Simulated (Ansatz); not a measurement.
# CoSi: the cost of one run

Computed with Ansatz 0.2.0 (DFT PBE, scalar-relativistic, plane waves, PAW, unless a step's input says otherwise).

The COD entry's cell or inner coordinates are ideal or old and differ from later refinements, so a difference from it is no clean test against experiment.

## (1) The starting structure

It takes space group P2_13 (No. 198, cubic). Conventional cell: a = 4.438 Å, b = 4.438 Å, c = 4.438 Å, α = 90.00°, β = 90.00°, γ = 90.00°. Around Co (site symmetry 3) lie 7 Si at 2.28 to 2.47 Å. Si (site symmetry 3) is surrounded by 7 Co at 2.28 to 2.47 Å.

Structure file:

```xyz
8
Lattice="4.4380 0.0000 0.0000 0.0000 4.4380 0.0000 0.0000 0.0000 4.4380" Properties=species:S:1:pos:R:3 pbc="T T T"
Co    0.6213    0.6213    0.6213
Co    1.5977    3.8167    2.8403
Co    2.8403    1.5977    3.8167
Co    3.8167    2.8403    1.5977
Si    3.7412    3.7412    3.7412
Si    2.9158    0.6968    1.5222
Si    1.5222    2.9158    0.6968
Si    0.6968    1.5222    2.9158
```

The structure comes from the Crystallography Open Database.

(A quick probe on a coarse mesh, which set the mesh and smearing, is not shown.)

## (3) Relaxing cell and atoms

Contents of input.yaml:

```yaml
crystal:
  lattice:
    - [4.438, 0.0, 0.0]
    - [0.0, 4.438, 0.0]
    - [0.0, 0.0, 4.438]
  atoms:
    - { symbol: Co, position: [0.14, 0.14, 0.14] }
    - { symbol: Co, position: [0.36, 0.86, 0.64] }
    - { symbol: Co, position: [0.64, 0.36, 0.86] }
    - { symbol: Co, position: [0.86, 0.64, 0.36] }
    - { symbol: Si, position: [0.843, 0.843, 0.843] }
    - { symbol: Si, position: [0.657, 0.157, 0.343] }
    - { symbol: Si, position: [0.343, 0.657, 0.157] }
    - { symbol: Si, position: [0.157, 0.343, 0.657] }
basis:
  ecutwfc: 420
kpoints:
  mp_grid: { grid: [4, 4, 4] }
hamiltonian:
  xc: pbe
scf:
  occupations: { method: gaussian, width: 0.1 }
output:
  forces: true
  stress: true
  eigenvalues: true
  write_density: true
  write_potential: true
  elf: true
  volumetric_format: npy
relax:
  adjacent_minimum: "off"
  f_tol: 0.005
  max_steps: 80
  cell: { stress_tol: 0.05 }
```

Command:

```
$ ansatz run input.yaml --threads 1 --pin off --max-ram 2560MiB --backend cpu --events-out ev --progress --plain --runs-dir out
```

**Question.** How long does this run take on 1 thread of AMD EPYC 7R43 (Zen 3), shared host, and how much memory does it need?

About 33 s, with a peak of 0.4 GiB.
